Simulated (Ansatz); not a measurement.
# C3F8O: the cost of one run

The runs use Ansatz 0.2.0, Gaussian basis; the settings change from run to run.

**1. The relaxed structure**

An earlier PBE0-D4 in a triple-zeta def2 set relaxation fixed the geometry.

SMILES `FC(F)(F)OC(F)(F)C(F)(F)F`, 12 atoms, charge 0, spin multiplicity 1.

Atoms are counted from 1 here; the program's logs count them from 0.

Bond lengths: F1–C2 1.326 Å, C2–F3 1.323 Å, C2–F4 1.317 Å, C2–O5 1.370 Å, O5–C6 1.376 Å, C6–F7 1.327 Å, C6–F8 1.333 Å, C6–C9 1.557 Å, C9–F10 1.326 Å, C9–F11 1.325 Å, C9–F12 1.324 Å. Angles: F1–C2–F3 108.4°, F1–C2–F4 108.6°, F1–C2–O5 111.4°, F3–C2–F4 109.3°, F3–C2–O5 112.9°, F4–C2–O5 106.3°, C2–O5–C6 123.9°, O5–C6–F7 104.8°, O5–C6–F8 111.5°, O5–C6–C9 115.6°, F7–C6–F8 108.7°, F7–C6–C9 107.7°, F8–C6–C9 108.3°, C6–C9–F10 110.8°, C6–C9–F11 108.9°, C6–C9–F12 110.0°, F10–C9–F11 108.7°, F10–C9–F12 109.3° and more.

Coordinates:

```xyz
12
charge 0, multiplicity 1
F    -0.6032   -0.6434    1.9149
C    -0.8180    0.5496    1.3772
F    -1.9573    0.5057    0.7057
F    -0.9191    1.4354    2.3468
O     0.2405    0.9463    0.6037
C     0.4497    0.5201   -0.6878
F     1.5881    1.0960   -1.0541
F    -0.5208    0.9357   -1.5018
C     0.6154   -1.0171   -0.8714
F    -0.5361   -1.6420   -0.6671
F     1.0174   -1.2614   -2.1096
F     1.5204   -1.4797   -0.0226
```

**2. wB97X-V/def2-SVPD**

Contents of in.yaml:

```yaml
crystal:
  periodic: [false, false, false]
  atoms:
    - {symbol: F, position_ang: [-0.603217, -0.643449, 1.914936]}
    - {symbol: C, position_ang: [-0.818022, 0.549587, 1.377225]}
    - {symbol: F, position_ang: [-1.957286, 0.505727, 0.705670]}
    - {symbol: F, position_ang: [-0.919059, 1.435378, 2.346765]}
    - {symbol: O, position_ang: [0.240483, 0.946262, 0.603705]}
    - {symbol: C, position_ang: [0.449710, 0.520110, -0.687813]}
    - {symbol: F, position_ang: [1.588102, 1.095976, -1.054090]}
    - {symbol: F, position_ang: [-0.520786, 0.935729, -1.501779]}
    - {symbol: C, position_ang: [0.615431, -1.017150, -0.871359]}
    - {symbol: F, position_ang: [-0.536071, -1.642029, -0.667135]}
    - {symbol: F, position_ang: [1.017430, -1.261449, -2.109640]}
    - {symbol: F, position_ang: [1.520383, -1.479695, -0.022585]}
basis:
  gaussian: {orbitals: def2-SVPD}
hamiltonian: {xc: {name: wB97X-V}}
output: {forces: true}
```

Run with:

```bash
$ ansatz run in.yaml --threads 4 --pin off --events-out ev --progress --plain --max-ram 41984MiB --backend cpu
```

Q: Estimate wall time and peak memory on 4 threads of AMD EPYC 7R13, shared host.

About 16 s, with a peak of 1.7 GiB.
